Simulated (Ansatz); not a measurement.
# CsInF3: the cost of one run

Program: Ansatz 0.2.0 through its Python package. The levels of theory stand in the script. These are calculated values, not measurements.

## Step 1: Starting point

The structure is cubic, space group Pm-3m (No. 221). The conventional cell has a = 4.674 Å, b = 4.674 Å, c = 4.674 Å, α = 90.00°, β = 90.00°, γ = 90.00°. Cs (site symmetry m-3m) has 12 F at 3.31 Å as nearest neighbours. Around In (site symmetry m-3m) lie 6 F at 2.34 Å. F (site symmetry 4/mmm) is surrounded by 2 In at 2.34 Å and 4 Cs at 3.31 Å.

No structure file is read: the coordinates are typed or built in the script.

## Step 2: Script

File nc_paw_csinf3.py:

```python
"""Norm-conserving against PAW potentials for CsInF3."""

import ansatz
import numpy as np

K_LENGTH = 12
MAX_SCF = 100
N_EMPTY = 4
SMEARING = "methfessel_paxton"
WIDTH_EV = 0.2
FUNCTIONAL = "pbesol"
VDW = "D3(BJ)"


def count_gap(report):
    # lowest empty less highest filled band, counting bands; zero where they overlap
    return max(report.get("gap_by_band_count_ev") or 0.0, 0.0)

structure = (
    ansatz.Lattice.from_parameters(4.674301, 4.674301, 4.674301, alpha=90.0, beta=90.0, gamma=90.0)
    .atom("Cs", [0.5, 0.5, 0.5])
    .atom("In", [0.0, 0.0, 0.0])
    .atom("F", [0.5, 0.0, 0.0])
    .atom("F", [0.0, 0.5, 0.0])
    .atom("F", [0.0, 0.0, 0.5])
)

job = (
    structure.calculation()
    .kpoints(length=K_LENGTH)
    .scf(max_iterations=MAX_SCF, extra_bands=N_EMPTY, algorithm="density_mixing")
    .initial_density(normalization="cell")
    .occupations(SMEARING, width=WIDTH_EV)
    .functional(FUNCTIONAL, dispersion=VDW)
    .stress()
    .forces()
    .band_table()
)
variants = {
    "PAW": job.pseudopotentials("paw"),
    "norm-conserving": job.pseudopotentials("nc"),
}
# totals differ by the cores that each treatment holds, so compare what does not depend on them
rows = []
for label, variant in variants.items():
    r = variant.run(threads=1).report
    levels = np.array(r["eigenvalues_ev"][0]) - r["fermi_energy_ev"]
    print(label, "levels at the first k-point near E_F:", np.round(levels[np.abs(levels) < 5], 3))
    rows.append((label, r["n_electrons"], np.trace(r["stress_gpa"]) / 3, count_gap(r)))
print("     treatment  electrons in bands           P GPa  gap by band count eV")
for row in rows:
    print(f"{str(row[0]):>14s}  {row[1]:18.1f}  {row[2]:14.3f}  {row[3]:20.3f}")
```

## Step 3: The calls as engine input

The package turns the script's settings into the engine's input (first run):

```yaml
crystal:
  lattice:
    a: 4.674301
    b: 4.674301
    c: 4.674301
    alpha: 90.0
    beta: 90.0
    gamma: 90.0
  atoms:
    - { symbol: Cs, position: [0.5, 0.5, 0.5] }
    - { symbol: In, position: [0.0, 0.0, 0.0] }
    - { symbol: F, position: [0.5, 0.0, 0.0] }
    - { symbol: F, position: [0.0, 0.5, 0.0] }
    - { symbol: F, position: [0.0, 0.0, 0.5] }
kpoints:
  mp_grid:
    grid: [3, 3, 3]
hamiltonian:
  xc: pbesol
  dispersion: d3bj
  pseudopotentials:
    kind: paw
scf:
  max_iter: 100
  algorithm: density_mixing
  n_extra_bands: 4
  occupations:
    method: methfessel_paxton
    width: 0.2
  initial_density:
    normalization: cell
output:
  forces: true
  stress: true
  eigenvalues: true
```

## Step 4: Running it

Launch:

```console
$ python nc_paw_csinf3.py
```

**Question.** How long does this script take on 1 thread of Arm Neoverse V2, shared host, and how much memory does it need?

About 4.6 s, with a peak of 0.53 GiB.
